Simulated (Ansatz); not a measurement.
**CH2AlNO: one species, many methods**

An exercise on one series of results from a longer session: the logs are not shown, and one member is left open.

The runs use Ansatz 0.2.0, Gaussian basis; functionals in def2-TZVPP, the program's frozen cores in correlated methods.

The runs, in order: LDA (SPW92), PBE-D4, revPBE-D4, BLYP-D4, r2SCAN-D4, B97M-V, PBE0-D4, B3LYP-D4, r2SCANh-D4, r2SCAN0-D4, HSE06-D4, BHLYP-D4, CAM-B3LYP-D4, LC-ωPBE, ωB97X-V, ωB97M-V, B2PLYP, PBE-QIDH; CCSD(T)/def2-SVP; CCSD(T)/def2-TZVPP; MP2/def2-QZVPP; extrapolation to the limit; RPA on PBE.

**The relaxed structure**

An earlier PBE0-D4 in a triple-zeta def2 set relaxation fixed the geometry.

6 atoms, charge 0, spin multiplicity 1.

Atoms are counted from 1 here; the program's logs count them from 0.

Bond lengths: N1–C2 1.153 Å, C2–Al3 1.929 Å, Al3–O4 1.681 Å, Al3–H5 1.568 Å, O4–H6 0.955 Å. Angles: N1–C2–Al3 177.3°, C2–Al3–O4 113.9°, C2–Al3–H5 120.8°, O4–Al3–H5 125.2°, Al3–O4–H6 125.4°.

The first run:

Input file in.yaml:

```yaml
crystal:
  periodic: [false, false, false]
  atoms:
    - {symbol: N, position_ang: [2.424442, -1.063881, 0.896597]}
    - {symbol: C, position_ang: [1.389141, -0.717913, 0.524132]}
    - {symbol: Al, position_ang: [-0.370744, -0.226522, -0.095387]}
    - {symbol: O, position_ang: [-0.557274, 1.418349, -0.385475]}
    - {symbol: H, position_ang: [-1.485804, -1.312087, -0.291072]}
    - {symbol: H, position_ang: [-1.357661, 1.838153, -0.694896]}
basis:
  gaussian: {orbitals: def2-TZVPP}
hamiltonian: {xc: lda}
output: {orbitals: {seedname: orbitals}}
```

Launch:

```console
ansatz run in.yaml --threads 2 --pin off --events-out ev --progress --plain --max-ram 4352MiB
```

Among the steps run: LDA; PBE-D4 (GGA); revPBE-D4 (GGA); BLYP-D4 (GGA); r2SCAN-D4 (meta-GGA); B97M-V (meta-GGA); B3LYP-D4 (hybrid); r2SCANh-D4 (hybrid); r2SCAN0-D4 (hybrid); HSE06-D4 (hybrid); BHLYP-D4 (hybrid); CAM-B3LYP-D4 (range-separated); LC-ωPBE (range-separated); ωB97X-V (range-separated); ωB97M-V (range-separated); B2PLYP (double hybrid); PBE-QIDH (double hybrid).

One table of the session follows, with a row left open; its other results are not shown here.

It belongs to the step «Frontier levels by functional». 

```
  functional  HOMO (eV)  LUMO (eV)  gap (eV)
 LDA (SPW92)      -8.10      -2.93      5.17
      PBE-D4      -7.98      -2.66      5.31
   revPBE-D4      -7.93      -2.55      5.38
     BLYP-D4      -7.90      -2.56      5.35
   r2SCAN-D4      -8.35      -2.40      5.95
      B97M-V      -8.42      -2.51      5.90
     PBE0-D4      -9.49      -1.85      7.64
    B3LYP-D4      -9.28      -2.09      7.19
  r2SCANh-D4      -8.91      -2.11      6.80
  r2SCAN0-D4      -9.74      -1.69      8.04
    HSE06-D4      -9.09      -2.22      6.86
    BHLYP-D4     -10.87      -1.06      9.81
CAM-B3LYP-D4     -10.98      -0.90     10.07
     LC-ωPBE     -12.36       0.25     12.61
     ωB97X-V          ?          ?         ?
     ωB97M-V     -11.81      -0.10     11.71
```

Q: Estimate the row for ωB97X-V from the others.

**Answer.** HOMO (eV): -11.99; LUMO (eV): 0.14; gap (eV): 12.12. In the column «HOMO (eV)» it lies between LC-ωPBE (-12.36) and ωB97M-V (-11.81).
